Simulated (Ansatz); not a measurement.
# C3H6FNSi: a ladder of functionals and wavefunction methods

An exercise on one series of results from a longer session: the logs are not shown, and one member is left open.

Method: functionals in def2-TZVPP, the program's frozen cores in correlated methods; program: Ansatz 0.2.0, Gaussian basis.

Plan: PBE-D4, r2SCAN-D4, PBE0-D4, B3LYP-D4, ωB97X-V, ωB97M-V, B2PLYP; CCSD(T)/def2-TZVPP; MP2/def2-QZVPP; extrapolation to the limit.

### Structure used throughout

An earlier PBE0-D4 in a triple-zeta def2 set relaxation fixed the geometry.

SMILES `N=CC1(F)C[SiH2]1`, 12 atoms, charge 0, spin multiplicity 1.

Atoms are counted from 1 here; the program's logs count them from 0.

Bond lengths: N1–C2 1.263 Å, N1–H7 1.022 Å, C2–C3 1.470 Å, C2–H8 1.095 Å, C3–F4 1.372 Å, C3–C5 1.533 Å, C3–Si6 1.887 Å, C5–Si6 1.848 Å, C5–H9 1.085 Å, C5–H10 1.086 Å, Si6–H11 1.476 Å, Si6–H12 1.474 Å. Angles: C2–N1–H7 110.1°, N1–C2–C3 127.0°, N1–C2–H8 118.5°, C3–C2–H8 114.5°, C2–C3–F4 112.7°, C2–C3–C5 117.7°, C2–C3–Si6 120.2°, F4–C3–C5 114.4°, F4–C3–Si6 118.9°, C5–C3–Si6 64.5°, C3–C5–Si6 67.1°, C3–C5–H9 116.5°, C3–C5–H10 112.8°, Si6–C5–H9 123.3°, Si6–C5–H10 115.7°, H9–C5–H10 113.2°, C3–Si6–C5 48.5°, C3–Si6–H11 118.7° and more.

Set-up of the first run:

Input file in.yaml:

```yaml
crystal:
  periodic: [false, false, false]
  atoms:
    - {symbol: N, position_ang: [-1.837367, 0.337126, 1.759368]}
    - {symbol: C, position_ang: [-1.030374, 0.581832, 0.818572]}
    - {symbol: C, position_ang: [-0.099352, -0.362782, 0.183894]}
    - {symbol: F, position_ang: [-0.256543, -1.647991, 0.637243]}
    - {symbol: C, position_ang: [0.112338, -0.247505, -1.330014]}
    - {symbol: Si, position_ang: [1.614734, 0.211416, -0.356378]}
    - {symbol: H, position_ang: [-1.768788, -0.644348, 2.035378]}
    - {symbol: H, position_ang: [-0.991195, 1.599287, 0.415132]}
    - {symbol: H, position_ang: [-0.503699, 0.477570, -1.851987]}
    - {symbol: H, position_ang: [0.148788, -1.213845, -1.824791]}
    - {symbol: H, position_ang: [1.980323, 1.629198, -0.167931]}
    - {symbol: H, position_ang: [2.708137, -0.775057, -0.284485]}
basis:
  gaussian: {orbitals: def2-TZVPP}
hamiltonian: {xc: pbe, dispersion: d4}
output: {forces: true, orbitals: {seedname: orbitals}}
```

Run with:

```sh
$ ansatz run in.yaml --threads 4 --pin off --events-out ev --progress --plain --max-ram 10444MiB
```

Among the steps run: PBE-D4 (GGA); r2SCAN-D4 (meta-GGA); PBE0-D4 (hybrid); B3LYP-D4 (hybrid); ωB97X-V (range-separated); ωB97M-V (range-separated); B2PLYP (double hybrid); CCSD(T) in def2-TZVPP; MP2 in def2-QZVPP.

One table of the session follows, with a row left open; its other results are not shown here.

It belongs to the step «Atomisation energies». 

| method | atomisation energy (kJ/mol) |
| --- | --- |
| PBE-D4 | 4736.2 |
| r2SCAN-D4 | 4601.9 |
| PBE0-D4 | 4618.9 |
| B3LYP-D4 | 4588.1 |
| ωB97X-V | 4606.4 |
| ωB97M-V | 4603.7 |
| B2PLYP | 4532.5 |
| HF/def2-TZVPP | 3193.7 |
| MP2/def2-TZVPP | 4536.2 |
| CCSD/def2-TZVPP | 4355.1 |
| CCSD(T)/def2-TZVPP | 4441.7 |
| MP2/CBS | ? |
| CCSD(T)/CBS | 4572.1 |

Estimate the missing values for MP2/CBS.

The run gave: atomisation energy (kJ/mol): 4666.6. In the column «atomisation energy (kJ/mol)» it lies between PBE0-D4 (4618.9) and PBE-D4 (4736.2).

To keep in mind: Free atoms (1 N, 3 C, 1 F, 1 Si, 6 H) were run apart at each level; the atomisation energy is their sum less the molecule, without zero-point or spin-orbit terms.
